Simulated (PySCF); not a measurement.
# C9H7F: the cost of one run

Programs: PySCF 2.14.0, with routines of our own; each step states its level. All values are computed. Atoms count from 0.

## (1) The system as given

17 atoms, charge 0, multiplicity 1; geometry from: GFN2-xTB.

## (2) Geometry optimisation at PBE0-D3(BJ)/def2-SVP

What the job is given:

```
{"job": {"xc": "PBE0", "basis": "def2-SVP", "d3": "d3bj", "grid": 2, "kind": "geom"}, "charge": 0, "multiplicity": 1}
F     -3.190709     1.667786     0.235456
C     -2.121737     0.875607     0.076976
C     -0.849705     1.204072     0.325839
C      0.010609     0.015534     0.006844
C      1.068758     0.290046    -1.030954
C      2.273952    -0.004895    -0.534869
C      2.131415    -0.475788     0.830580
C      0.838777    -0.468673     1.169261
C     -0.998809    -1.004867    -0.450898
C     -2.230484    -0.487044    -0.404439
H     -0.458505     2.133904     0.688238
H      0.820618     0.661588    -2.007047
H      3.216338     0.085792    -1.044346
H      2.955959    -0.775075     1.452402
H      0.389881    -0.755167     2.101256
H     -0.704782    -1.990161    -0.759239
H     -3.158574    -0.960630    -0.664970
```

Command:

```sh
OMP_NUM_THREADS=1 python excited_run.py task.json out
```

One launch serves the whole session: the jobs run in the order shown.

**Question.** How long does this first job take on 1 thread of Arm Neoverse V1, shared host, and how much memory does it need?

About 78 s, with a peak of 0.81 GiB.
